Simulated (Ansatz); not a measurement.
# H2: the cost of one run

Program: Ansatz 0.2.0. Level of theory: DFT unrestricted wB97X-V, Gaussian basis aug-cc-pVQZ, and further levels as typed in the inputs. These are calculated values, not measurements.

## 1. The system as given

Bond lengths: H1–H2 0.740 Å.

Structure file:

```xyz
2

H     0.0000    0.0000   -0.3700
H     0.0000    0.0000    0.3700
```

## 2. Batch of points: H2, charge +1

input.yaml reads:

```yaml
magnetization:
  spin_polarized: true
  initial_magnetization: 1
total_charge: 1
basis:
  gaussian: { orbitals: aug-cc-pVQZ }
hamiltonian:
  xc: { name: wB97X-V }
batch:
  members: [s0.yaml, s1.yaml, s2.yaml, s3.yaml, s4.yaml, s5.yaml, ...]
# s1.yaml, one of 26 members:
crystal:
  periodic: [false, false, false]
  atoms:
    - { symbol: H, position_ang: [0.0, 0.0, -0.37] }
    - { symbol: H, position_ang: [0.0, 0.0, 0.08] }
```

**Question.** How long does this run take on 2 threads of Arm Neoverse V2, shared host, and how much memory does it need?

About 10 s, with a peak of 0.15 GiB.
